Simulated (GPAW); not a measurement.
# AlIn (P6/mmm) in GPAW: convergence with smearing width (eV)

Aim: find how far smearing width (eV) must go before the results for AlIn settle, at PBE. This setting moves, with any that are tied to it; all else stays.

Program: GPAW 26.7.0. These are calculated values, not measurements. Logs are shortened: lines on timing, memory, paths and dates and some standing lists are left out, and cuts for length are marked. The log counts tension as positive stress, the text compression.

**1. The structure**

It takes space group P6/mmm (No. 191, hexagonal). The conventional cell has a = 3.054 Å, b = 3.054 Å, c = 5.828 Å, α = 90.00°, β = 90.00°, γ = 120.00°. Al (site symmetry 6/mmm) has 2 In at 2.91 Å and 6 Al at 3.05 Å as nearest neighbours. Around In (site symmetry 6/mmm) lie 2 Al at 2.91 Å and 6 In at 3.05 Å.

The cell was built by a generator and needn't be a form met in nature.

**2. With smearing width (eV) 0.5**

Contents of run.py:

```python
from ase import Atoms
from ase.dft.bandgap import bandgap
from ase.io import write
from ase.units import GPa
from gpaw import GPAW, PW

atoms = Atoms(['Al', 'In'],
              cell=[[3.054133776, 0.0, 0.0],
                    [-1.527066888, 2.6449574366, 0.0],
                    [0.0, 0.0, 5.82802]],
              scaled_positions=[[0.0, 0.0, 0.0],
                                [0.0, 0.0, 0.5]],
              pbc=True)

calc = GPAW(mode=PW(600),
            xc='PBE',
            kpts={'size': (8, 8, 4), 'gamma': True},
            occupations={'name': 'fermi-dirac', 'width': 0.5},
            nbands=16,
            convergence={'density': 1e-05, 'energy': 1e-05},
            maxiter=100,
            txt='gpaw.txt')
atoms.calc = calc
energy = atoms.get_potential_energy()
forces = atoms.get_forces()
stress = atoms.get_stress()
calc.write('gs.gpw')
write('result.traj', atoms)
print(f'Energy: {energy:.6f} eV')
print('Forces (eV/A):')
print(forces.round(4))
print('Stress (GPa):', (stress / GPa).round(3))
print('Fermi level:', round(calc.get_fermi_level(), 4), 'eV')
print(f'Gap: {bandgap(calc)[0]:.4f} eV, direct: {bandgap(calc, direct=True)[0]:.4f} eV')
```

Potentials or basis: GPAW PAW data sets (gpaw-data 1.2.1), pw.

Command:

```sh
OMP_NUM_THREADS=1 python run.py
```

It took 16 s on 1 thread of Arm Neoverse V1, shared host; peak memory 0.15 GiB.

What came out:

| Property | Result |
| --- | --- |
| Free energy | -6.4519 eV |
| Pressure | 0.7 GPa |
| Band gap on the k mesh | none (metal or under the smearing width) |

**3. With smearing width (eV) 0.3**

Edit run.py of step 2 so:

```diff
@@ -17,3 +17,3 @@
             kpts={'size': (8, 8, 4), 'gamma': True},
-            occupations={'name': 'fermi-dirac', 'width': 0.5},
+            occupations={'name': 'fermi-dirac', 'width': 0.3},
             nbands=16,
```

Potentials or basis: GPAW PAW data sets (gpaw-data 1.2.1), pw.

Command:

```sh
OMP_NUM_THREADS=1 python run.py
```

It took 16 s on 1 thread of Arm Neoverse V1, shared host; peak memory 0.15 GiB.

What came out:

| Quantity | Value |
| --- | --- |
| Free energy | -6.1855 eV |
| Pressure | 0.1 GPa |
| Band gap on the k mesh | none (metal or under the smearing width) |

**4. With smearing width (eV) 0.2**

Edit run.py of step 3 so:

```diff
@@ -17,3 +17,3 @@
             kpts={'size': (8, 8, 4), 'gamma': True},
-            occupations={'name': 'fermi-dirac', 'width': 0.3},
+            occupations={'name': 'fermi-dirac', 'width': 0.2},
             nbands=16,
```

Command:

```sh
OMP_NUM_THREADS=1 python run.py
```

It took 16 s on 1 thread of Arm Neoverse V1, shared host; peak memory 0.15 GiB.

The run converged. Its results:

```yaml
Free_energy: -6.0943 eV
Pressure: 0.0 GPa
Band_gap_on_the_k_mesh: none (metal or under the smearing width)
```

**5. With smearing width (eV) 0.15**

Edit run.py of step 4 so:

```diff
@@ -17,3 +17,3 @@
             kpts={'size': (8, 8, 4), 'gamma': True},
-            occupations={'name': 'fermi-dirac', 'width': 0.2},
+            occupations={'name': 'fermi-dirac', 'width': 0.15},
             nbands=16,
```

Command:

```sh
OMP_NUM_THREADS=1 python run.py
```

Run time: 16 s. Hardware: 1 thread of Arm Neoverse V1, shared host; peak memory 0.15 GiB.

The run converged. Its results:

* Free energy: -6.0578 eV
* Pressure: -0.1 GPa
* Band gap on the k mesh: none (metal or under the smearing width)

**6. With smearing width (eV) 0.1**

Edit run.py of step 5 so:

```diff
@@ -17,3 +17,3 @@
             kpts={'size': (8, 8, 4), 'gamma': True},
-            occupations={'name': 'fermi-dirac', 'width': 0.15},
+            occupations={'name': 'fermi-dirac', 'width': 0.1},
             nbands=16,
```

Potentials or basis: GPAW PAW data sets (gpaw-data 1.2.1), pw.

Command:

```sh
OMP_NUM_THREADS=1 python run.py
```

Run time: 16 s. Hardware: 1 thread of Arm Neoverse V1, shared host; peak memory 0.15 GiB.

The run converged. Its results:

```yaml
Free_energy: -6.0270 eV
Pressure: -0.2 GPa
Band_gap_on_the_k_mesh: none (metal or under the smearing width)
```

**7. With smearing width (eV) 0.05**

Edit run.py of step 6 so:

```diff
@@ -17,3 +17,3 @@
             kpts={'size': (8, 8, 4), 'gamma': True},
-            occupations={'name': 'fermi-dirac', 'width': 0.1},
+            occupations={'name': 'fermi-dirac', 'width': 0.05},
             nbands=16,
```

Command:

```sh
OMP_NUM_THREADS=1 python run.py
```

It took 16 s on 1 thread of Arm Neoverse V1, shared host; peak memory 0.15 GiB.

The run converged. Its results:

| Quantity | Value |
| --- | --- |
| Free energy | -6.0026 eV |
| Pressure | -0.3 GPa |
| Band gap on the k mesh | none (metal or under the smearing width) |

**8. With smearing width (eV) 0.025**

Edit run.py of step 7 so:

```diff
@@ -17,3 +17,3 @@
             kpts={'size': (8, 8, 4), 'gamma': True},
-            occupations={'name': 'fermi-dirac', 'width': 0.05},
+            occupations={'name': 'fermi-dirac', 'width': 0.025},
             nbands=16,
```

Command:

```sh
OMP_NUM_THREADS=1 python run.py
```

It took 16 s on 1 thread of Arm Neoverse V1, shared host; peak memory 0.15 GiB.

The run converged. Its results:

| Quantity | Value |
| --- | --- |
| Free energy | -5.9944 eV |
| Pressure | -0.4 GPa |
| Band gap on the k mesh | none (metal or under the smearing width) |

**9. With smearing width (eV) 0.01**

Edit run.py of step 8 so:

```diff
@@ -17,3 +17,3 @@
             kpts={'size': (8, 8, 4), 'gamma': True},
-            occupations={'name': 'fermi-dirac', 'width': 0.025},
+            occupations={'name': 'fermi-dirac', 'width': 0.01},
             nbands=16,
```

Potentials or basis: GPAW PAW data sets (gpaw-data 1.2.1), pw.

Command:

```sh
OMP_NUM_THREADS=1 python run.py
```

gpaw.txt:

```text
__  _  _
 | _ |_)|_||  |
 |__||  | ||/\| - 26.7.0

Input parameters:
  mode=PW(ecut=600.0),
  convergence={'density': 1e-05, 'energy': 1e-05},
  kpts=MonkhorstPack(size=(8, 8, 4), gamma=True),
  maxiter=100,
  nbands=16,
  occupations=Occupations(name='fermi-dirac', width=0.01),
  xc=XC(name='PBE')

Diagonalizing LCAO Hamiltonian
Converting LCAO to pw mode

       In

       Al

Atoms  # Å, Bohr magnetons
|   | symbol |        x |        y |        z |    initial magnetic moments |
|---|--------|----------|----------|----------|-----------------------------|
| 0 |     Al | 0.000000 | 0.000000 | 0.000000 | ( 0.0000,  0.0000,  0.0000) |
| 1 |     In | 0.000000 | 0.000000 | 2.914010 | ( 0.0000,  0.0000,  0.0000) |

Unit cell  # Å
| periodic |         x |        y |        z |  lengths |     angles |
|----------|-----------|----------|----------|----------|------------|
|      yes |  3.054134 | 0.000000 | 0.000000 | 3.054134 |  90.000000 |
|      yes | -1.527067 | 2.644957 | 0.000000 | 3.054134 |  90.000000 |
|      yes |  0.000000 | 0.000000 | 5.828020 | 5.828020 | 120.000000 |

Number of symmetries: 24
Symmetry operations  # r_c * U_cc + t_c -> r_c
|    | kind |            matrix            |
|----|------|------------------------------|
|  0 |  σ   |  1, 1, 0,  0,-1, 0,  0, 0, 1 |
|  1 |  C2  |  1, 1, 0,  0,-1, 0,  0, 0,-1 |
|  2 |  C6  |  1, 1, 0, -1, 0, 0,  0, 0, 1 |
|  3 |  S6  |  1, 1, 0, -1, 0, 0,  0, 0,-1 |
|  4 |  E   |  1, 0, 0,  0, 1, 0,  0, 0, 1 |
|  5 |  σ   |  1, 0, 0,  0, 1, 0,  0, 0,-1 |
|  6 |  σ   |  1, 0, 0, -1,-1, 0,  0, 0, 1 |
|  7 |  C2  |  1, 0, 0, -1,-1, 0,  0, 0,-1 |
|  8 |  σ   |  0, 1, 0,  1, 0, 0,  0, 0, 1 |
|  9 |  C2  |  0, 1, 0,  1, 0, 0,  0, 0,-1 |
| 10 |  C3  |  0, 1, 0, -1,-1, 0,  0, 0, 1 |
| 11 |  S3  |  0, 1, 0, -1,-1, 0,  0, 0,-1 |
| 12 |  C6  |  0,-1, 0,  1, 1, 0,  0, 0, 1 |
| 13 |  S6  |  0,-1, 0,  1, 1, 0,  0, 0,-1 |
| 14 |  σ   |  0,-1, 0, -1, 0, 0,  0, 0, 1 |
| 15 |  C2  |  0,-1, 0, -1, 0, 0,  0, 0,-1 |
| 16 |  σ   | -1, 0, 0,  1, 1, 0,  0, 0, 1 |
| 17 |  C2  | -1, 0, 0,  1, 1, 0,  0, 0,-1 |
| 18 |  C2  | -1, 0, 0,  0,-1, 0,  0, 0, 1 |
| 19 |  i   | -1, 0, 0,  0,-1, 0,  0, 0,-1 |
| 20 |  C3  | -1,-1, 0,  1, 0, 0,  0, 0, 1 |
| 21 |  S3  | -1,-1, 0,  1, 0, 0,  0, 0,-1 |
| 22 |  σ   | -1,-1, 0,  0, 1, 0,  0, 0, 1 |
| 23 |  C2  | -1,-1, 0,  0, 1, 0,  0, 0,-1 |

BZ-sampling:
  Number of BZ points: 256
  Number of IBZ points: 30

  Monkhorst-Pack size: [8, 8, 4]
  Monkhorst-Pack shift: [0.0625, 0.0625, 0.125]

K-points  # in reciprocal-cell coordinates
|     |                                coordinates |     weight |
|-----|--------------------------------------------|------------|
|   0 | (  0.00000000,   0.00000000,   0.00000000) | 0.00390625 |
|   1 | (  0.00000000,   0.00000000,   0.25000000) | 0.00781250 |
|   2 | (  0.00000000,   0.00000000,   0.50000000) | 0.00390625 |
|   3 | (  0.12500000,   0.00000000,   0.00000000) | 0.02343750 |
|   4 | (  0.12500000,   0.00000000,   0.25000000) | 0.04687500 |
|   5 | (  0.12500000,   0.00000000,   0.50000000) | 0.02343750 |
|   6 | (  0.25000000,  -0.12500000,   0.00000000) | 0.02343750 |
|   7 | (  0.25000000,  -0.12500000,   0.25000000) | 0.04687500 |
|   8 | (  0.25000000,  -0.12500000,   0.50000000) | 0.02343750 |
|   9 | (  0.25000000,   0.00000000,   0.00000000) | 0.02343750 |
| ... |                                            |            |
|  29 | (  0.50000000,   0.50000000,   0.50000000) | 0.01171875 |

Plane wave coefficients: 1596
Cutoff: 600.0 eV

Spin-components: 1 (collinear spins)
Bands:           16
Projectors:      11
Spin-degeneracy: 2
Datatype:        complex128

Parallelization:
  kpt:    1
  domain: 1
  band:   1

Density:
  Valence electrons: 16.0
  Components: 1
  Grid points: [18 18 35]
  Charge: 0.0  # |e|

Potential:
  Grid points: [18 18 35]

species:
  Al:
    name:    Aluminium
    Z:       13.0
    valence: 3
    core:    10
    charge:  0.0  # [|e|]
    compensation charges:
      type: gauss
      rc: 0.34  # [Å]
      lmax: 2
    cutoffs:
      filter: 1.91  # [Å]
      core: 2.36  # [Å]
    projectors
    | kind |    occ | energy [eV] | rcut [Å] |
    |------|--------|-------------|----------|
    |   3s |  2.000 |      -7.753 |    1.085 |
    |   3p |  1.000 |      -2.712 |    1.085 |
    |    s |        |      19.459 |    1.085 |
    |    p |        |      24.499 |    1.085 |
    |    d |        |       0.000 |    1.085 |

    Using partial waves for Al as LCAO basis

  In:
    name:    Indium
    Z:       49.0
    valence: 13
    core:    36
    charge:  0.0  # [|e|]
    compensation charges:
      type: gauss
      rc: 0.36  # [Å]
      lmax: 2
    cutoffs:
      filter: 2.09  # [Å]
      core: 2.48  # [Å]
    projectors
    | kind |    occ | energy [eV] | rcut [Å] |
    |------|--------|-------------|----------|
    |   5s |  2.000 |      -8.203 |    1.185 |
    |   5p |  1.000 |      -2.521 |    1.244 |
    |   4d | 10.000 |     -18.629 |    1.148 |
    |    s |        |      19.008 |    1.185 |
    |    p |        |      24.691 |    1.244 |
    |    d |        |       8.583 |    1.148 |

    Using partial waves for In as LCAO basis

Reference energy: -166578.842925  # eV

eigensolver:
  PPCG
  Converge bands: occupied
  niter=2

density mixing:
  MSR1-Mixer
  Pratt-step length: 0.05
  Maximum mixing coefficient: 0.75
  Old densities: 10
  SVD Regularization: 0.005
  Good broyden scale: 1.0
  Trust region scale: 1.0
  Backstep threshold: 4.0
  History deletion threshold: 6.0
  Fourier metric: weight=20.0, sigma=0.015

occupation numbers:
  Fermi-Dirac:
    width: 0.0100  # eV

poisson solver:
  ecut: 4800.0  # eV

xc functional:
  name: PBE with 2 nearest neighbor stencil

convergence criteria:
- Maximum integral of absolute [dens]ity change: 1e-05 electrons / valence electron
- Maximum [total energy] change in last 3 cyles: 1e-05 eV / valence electron
- Maximum integral of absolute [eigenst]ate change: 4e-08 eV^2 / valence electron
maximum number of iterations: 100

SCF iterations
|iter     | |      energy | eigst |  dens |
|---------|-|-------------|-------|-------|
|iter:   1| |   -6.098503 | -0.32 |       |
|iter:   2| |   -6.068813 | -2.48 | -1.36 |
|iter:   3| |   -5.993948 | -2.39 | -1.40 |
|iter:   4| |   -5.990945 | -3.14 | -1.80 |
|iter:   5| |   -5.991067 | -4.27 | -2.34 |
|iter:   6| |   -5.991063c| -5.95 | -3.19 |
|iter:   7| |   -5.991065c| -6.60 | -3.67 |
|iter:   8| |   -5.991065c| -7.78c| -4.67 |
|iter:   9| |   -5.991065c| -8.18c| -5.21c|

Converged in 9 steps
Energy contributions relative to reference atoms: (reference = -166578.842925)

Energy contributions:
  Kinetic:          12.275114
  Coulomb:         -10.265188
  Zero:              0.176872
  External:          0.000000
  Xc:               -8.177221
  Entropy:          -0.001282
  Spinorbit:         0.000000
  ----------------------------
  Free energy:      -5.991706
  Extrapolated:     -5.991065

dipole moment: (-7.791077, -13.494541, -10.037571)  # |e|*Ang

Fermi level: 6.026
Eigenvalues  # (at kpt = [0.000, 0.000, 0.000])
| band index |      eig [eV] | occ [0-2] |
|------------|---------------|-----------|
|          0 |        -8.812 |     2.000 |
|          1 |        -8.651 |     2.000 |
|          2 |        -8.651 |     2.000 |
|          3 |        -8.266 |     2.000 |
|          4 |        -8.266 |     2.000 |
|          5 |        -3.602 |     2.000 |
[... 8 lines left out ...]
|         14 |        19.916 |     0.000 |
|         15 |        20.108 |     0.000 |

No gap
No difference between direct/indirect transitions

Forces  # eV/Ang
|        x |       y |       z |
|----------|---------|---------|
| -0.00000 | 0.00000 | 0.00000 |  # Al   0
|  0.00000 | 0.00000 | 0.00000 |  # In   1

Stress tensor  # eV/Ang^3
|         x |         y |        z |
|-----------|-----------|----------|
|  0.000673 | -0.000000 | 0.000000 |
| -0.000000 |  0.000673 | 0.000000 |
|  0.000000 |  0.000000 | 0.006752 |

# Writing to gs.gpw (mode='')
```

Run time: 16 s. Hardware: 1 thread of Arm Neoverse V1, shared host; peak memory 0.15 GiB.

Results:

- Free energy: -5.9917 eV
- Pressure: -0.4 GPa
- Band gap on the k mesh: none (metal or under the smearing width)

**10. The series at a glance**

```csv
smearing width (eV),"energy less the tightest run, at zero smearing (meV/atom)",pressure (GPa),SCF cycles,CPU time (s),peak memory (GiB)
0.5,-27.31,0.67,9,16,0.15
0.3,-18.88,0.12,9,16,0.15
0.2,-12.29,-0.03,9,16,0.15
0.15,-8.14,-0.09,9,16,0.15
0.1,-3.97,-0.15,9,16,0.15
0.05,-0.80,-0.25,9,16,0.15
0.025,-0.15,-0.36,9,16,0.15
0.01,0.00,-0.43,9,16,0.15
```

Against the tightest run, the energy stays within 1 meV/atom from 0.05 on; the pressure stays within 0.1 GPa from 0.025 on. Narrower smearing needs a denser k mesh, so at a fixed mesh the narrowest width isn't the most accurate. The tightest run that finished is the yardstick and may itself not be fully converged.
